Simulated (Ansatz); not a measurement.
**FGaH₄OSSi: small, medium and large basis sets**

How large a basis does FGaH₄OSSi need? Two functionals are run in growing sets.

Program: Ansatz 0.2.0, Gaussian basis. Level of theory: one geometry, several basis sets. These are calculated values, not measurements.

The runs, in order: PBE0-D4/def2-SVP; ωB97M-V/def2-SVP; PBE0-D4/def2-QZVPP; ωB97M-V/def2-QZVPP; the functionals' def2-TZVPP values are taken from earlier runs.

### 1 The relaxed structure

An earlier PBE0-D4 in a triple-zeta def2 set relaxation fixed the geometry.

SMILES `F[SiH](S)[O][GaH2]`, 9 atoms, charge 0, spin multiplicity 1.

Atoms are counted from 1 here; the program's logs count them from 0.

Bond lengths: F1–Si2 1.587 Å, Si2–S3 2.209 Å, Si2–O4 1.585 Å, Si2–H6 1.473 Å, S3–H7 1.345 Å, O4–Ga5 1.885 Å, Ga5–H8 1.560 Å, Ga5–H9 1.558 Å. Angles: F1–Si2–S3 104.0°, F1–Si2–O4 115.0°, F1–Si2–H6 107.6°, S3–Si2–O4 101.7°, S3–Si2–H6 110.8°, O4–Si2–H6 116.9°, Si2–S3–H7 93.0°, Si2–O4–Ga5 108.1°, O4–Ga5–H8 112.4°, O4–Ga5–H9 113.2°, H8–Ga5–H9 130.2°.

### 2 PBE0-D4 in def2-SVP

Contents of in.yaml:

```yaml
crystal:
  periodic: [false, false, false]
  atoms:
    - {symbol: F, position_ang: [-1.554555, 0.579715, 1.934271]}
    - {symbol: Si, position_ang: [-0.745399, 0.881927, 0.603129]}
    - {symbol: S, position_ang: [1.276277, 0.093824, 1.014507]}
    - {symbol: O, position_ang: [-1.177980, 0.017307, -0.653481]}
    - {symbol: Ga, position_ang: [0.157552, -1.276347, -0.962351]}
    - {symbol: H, position_ang: [-0.710506, 2.343855, 0.425600]}
    - {symbol: H, position_ang: [1.859251, 0.937407, 0.143966]}
    - {symbol: H, position_ang: [1.063671, -0.917811, -2.180462]}
    - {symbol: H, position_ang: [-0.168311, -2.659877, -0.325169]}
basis:
  gaussian: {orbitals: def2-SVP}
hamiltonian: {xc: pbe0, dispersion: d4}
output: {orbitals: {seedname: orbitals}}
```

Started as:

```bash
ansatz run in.yaml --threads 4 --pin off --events-out ev --progress --plain --max-ram 10444MiB
```

The runs that follow: ωB97M-V in def2-SVP; PBE0-D4 in def2-QZVPP; ωB97M-V in def2-QZVPP.

Before running them: what should the planned runs give, taken together? Wanted: PBE0-D4: double and triple zeta above quadruple; ωB97M-V: double and triple zeta above quadruple.

**Answer**, as computed:

```
                                       quantity           value
PBE0-D4: double and triple zeta above quadruple  21.70, 2.08 eV
ωB97M-V: double and triple zeta above quadruple  21.65, 1.98 eV
```

What this shows: PBE0-D4 gains 19.62 eV from double to triple zeta, then 2.08 eV more. These are total energies; as a rule much of such shifts cancels in differences, which this series doesn't test. The LUMO of ωB97M-V is positive and keeps falling with the basis (1.35 to 0.76 eV): an unbound level that the basis holds in place.
